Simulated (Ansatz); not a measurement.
**CH₄BrClSi: one species, many methods**

The task here is to estimate one member of a computed series from the others.

Method: functionals in def2-TZVPP, the program's frozen cores in correlated methods; program: Ansatz 0.2.0, Gaussian basis.

The runs, in order: PBE-D4, r2SCAN-D4, PBE0-D4, B3LYP-D4, ωB97X-V, ωB97M-V, B2PLYP; CCSD(T)/def2-TZVPP; MP2/def2-QZVPP; extrapolation to the limit.

### The geometry

All runs share one geometry, relaxed beforehand with PBE0-D4 in a triple-zeta def2 set.

SMILES `[SiH3]C(Cl)Br`, 8 atoms, charge 0, spin multiplicity 1.

Atoms are counted from 1 here; the program's logs count them from 0.

Bond lengths: Si1–C2 1.894 Å, Si1–H5 1.483 Å, Si1–H6 1.480 Å, Si1–H7 1.485 Å, C2–Cl3 1.769 Å, C2–Br4 1.945 Å, C2–H8 1.087 Å. Angles: C2–Si1–H5 108.5°, C2–Si1–H6 107.8°, C2–Si1–H7 108.2°, H5–Si1–H6 111.1°, H5–Si1–H7 110.2°, H6–Si1–H7 110.9°, Si1–C2–Cl3 110.0°, Si1–C2–Br4 108.7°, Si1–C2–H8 113.8°, Cl3–C2–Br4 111.9°, Cl3–C2–H8 107.2°, Br4–C2–H8 105.2°.

The first run:

Contents of in.yaml:

```yaml
crystal:
  periodic: [false, false, false]
  atoms:
    - {symbol: Si, position_ang: [-0.193093, 0.866537, 0.401936]}
    - {symbol: C, position_ang: [0.333748, -0.739333, -0.453265]}
    - {symbol: Cl, position_ang: [1.075466, -1.834246, 0.721665]}
    - {symbol: Br, position_ang: [-1.224760, -1.534774, -1.302820]}
    - {symbol: H, position_ang: [-0.770794, 1.774730, -0.618873]}
    - {symbol: H, position_ang: [-1.193007, 0.522000, 1.437068]}
    - {symbol: H, position_ang: [1.011263, 1.482301, 1.013980]}
    - {symbol: H, position_ang: [1.053379, -0.594315, -1.255593]}
basis:
  gaussian: {orbitals: def2-TZVPP}
hamiltonian: {xc: pbe, dispersion: d4}
output: {forces: true, orbitals: {seedname: orbitals}}
```

Command:

```sh
$ ansatz run in.yaml --threads 4 --pin off --events-out ev --progress --plain --max-ram 10444MiB
```

Steps of the session up to this table: PBE-D4 (GGA); r2SCAN-D4 (meta-GGA); PBE0-D4 (hybrid); B3LYP-D4 (hybrid); ωB97X-V (range-separated); ωB97M-V (range-separated); B2PLYP (double hybrid); CCSD(T) in def2-TZVPP; MP2 in def2-QZVPP.

One table of the session follows, with a row left open; its other results are not shown here.

```
            method  atomisation energy (kJ/mol)
            PBE-D4                       2405.9
         r2SCAN-D4                       2384.1
           PBE0-D4                       2374.8
          B3LYP-D4                       2360.2
           ωB97X-V                       2386.9
           ωB97M-V                       2378.3
            B2PLYP                       2332.8
     HF/def2-TZVPP                       1712.5
    MP2/def2-TZVPP                            ?
   CCSD/def2-TZVPP                       2271.5
CCSD(T)/def2-TZVPP                       2312.4
           MP2/CBS                       2420.4
       CCSD(T)/CBS                       2386.2
```

Q: Estimate the row for MP2/def2-TZVPP from the others.

As computed: atomisation energy (kJ/mol): 2346.5. In the column «atomisation energy (kJ/mol)» it lies between B2PLYP (2332.8) and B3LYP-D4 (2360.2).
